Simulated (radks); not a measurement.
# Fractional charge and spin in the 5p shell of neodymium

An exercise on one series of results from a longer session: the logs are not shown, and one member is left open.

The numbers are computed with radks (a radial shooting solver on a logarithmic mesh, Libxc functionals) version 1 (scalar-relativistic Kohn-Sham, LDA (Slater exchange, Perdew-Wang correlation), spin-polarised, spherical densities, point nucleus), except any that are marked as measured or tabulated.

### Starting point

```
element       : neodymium (Z = 60)
configuration : [Kr] 4d10 4f(up 2, down 2) 5s2 6s2 5p(up 3, down 3)
```

A shell typed twice in an input gives spin up, then spin down.

Set-up of the first run:

Input:

```text
Z 60
configuration [Kr] 4d10 4f2 4f2 5s2 6s2 5p3 5p3
relativity scalar-relativistic
functional lda,pw
spin polarised
nucleus point
c 137.035999084
```

Among the steps run: 5p: up 3, down 3.

One table of the session follows, with a row left open; its other results are not shown here.

It belongs to the step «5p: up 3, down 3». Sizes of the orbitals, from the radial functions (bohr):

```
level     <r>  outermost maximum (interpolated)  90 % within  nodes
   3d  0.2418                             0.196        0.378      0
   4s  0.6076                             0.565        0.873      3
   4p  0.6435                             0.590        0.937      2
   4d  0.7075                             0.618         1.06      1
   5s   1.471                              1.32         2.12      4
   5p       ?                                 ?            ?      ?
   6s   4.375                              3.72         6.46      5
   4f   1.127                             0.663         2.01      0
```

Estimate the missing values for 5p.

As computed: <r>: 1.731; outermost maximum (interpolated): 1.50; 90 % within: 2.55; nodes: 3. In the column «<r>» it lies between 5s (1.471) and 6s (4.375).
